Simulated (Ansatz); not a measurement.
# CH3Cl3Ge: the cost of one run

Program: Ansatz 0.2.0. Level of theory: RKS PBE/def2-SVP. These are calculated values, not measurements.

## (1) The system as given

Bond lengths: Ge1–Cl2 2.220 Å, Ge1–C3 1.960 Å, C3–H4 1.110 Å, C3–H5 1.110 Å, C3–H6 1.110 Å, Ge1–Cl7 2.218 Å, Ge1–Cl8 2.218 Å. Angles: Cl2–Ge1–C3 109.4°, Cl2–Ge1–Cl7 109.5°, Cl2–Ge1–Cl8 109.5°, C3–Ge1–Cl7 109.5°, C3–Ge1–Cl8 109.5°, Cl7–Ge1–Cl8 109.5°, Ge1–C3–H4 109.5°, Ge1–C3–H5 109.5°, Ge1–C3–H6 109.5°, H4–C3–H5 109.4°, H4–C3–H6 109.4°, H5–C3–H6 109.4°.

Structure file:

```xyz
8

Ge    0.0000    0.0000    0.0000
Cl    0.0000    0.0000    2.2200
C     1.8483    0.0000   -0.6527
H     2.1960   -1.0463   -0.7809
H     1.8968    0.5276   -1.6281
H     2.5002    0.5187    0.0808
Cl   -1.0456    1.8115   -0.7393
Cl   -1.0456   -1.8115   -0.7393
```

## (2) Relaxing the start

The input, input.yaml:

```yaml
crystal:
  periodic: [false, false, false]
  atoms:
    - { symbol: Ge, position_ang: [0.0, 0.0, 0.0] }
    - { symbol: Cl, position_ang: [0.0, 0.0, 2.22] }
    - { symbol: C, position_ang: [1.8483, 0.0, -0.6527] }
    - { symbol: H, position_ang: [2.196, -1.0463, -0.7809] }
    - { symbol: H, position_ang: [1.8968, 0.5276, -1.6281] }
    - { symbol: H, position_ang: [2.5002, 0.5187, 0.0808] }
    - { symbol: Cl, position_ang: [-1.0456, 1.8115, -0.7393] }
    - { symbol: Cl, position_ang: [-1.0456, -1.8115, -0.7393] }
basis:
  gaussian: { orbitals: def2-SVP }
hamiltonian:
  xc: pbe
relax:
  f_tol: 0.02
  max_steps: 40
```

The run is started by

```sh
ansatz run input.yaml --threads 4 --pin off --max-ram 5120MiB --backend cpu --events-out ev --progress --plain --runs-dir out
```

**Question.** How long does this run take on 4 threads of Arm Neoverse V1, shared host, and how much memory does it need?

About 18 s, with a peak of 0.18 GiB.
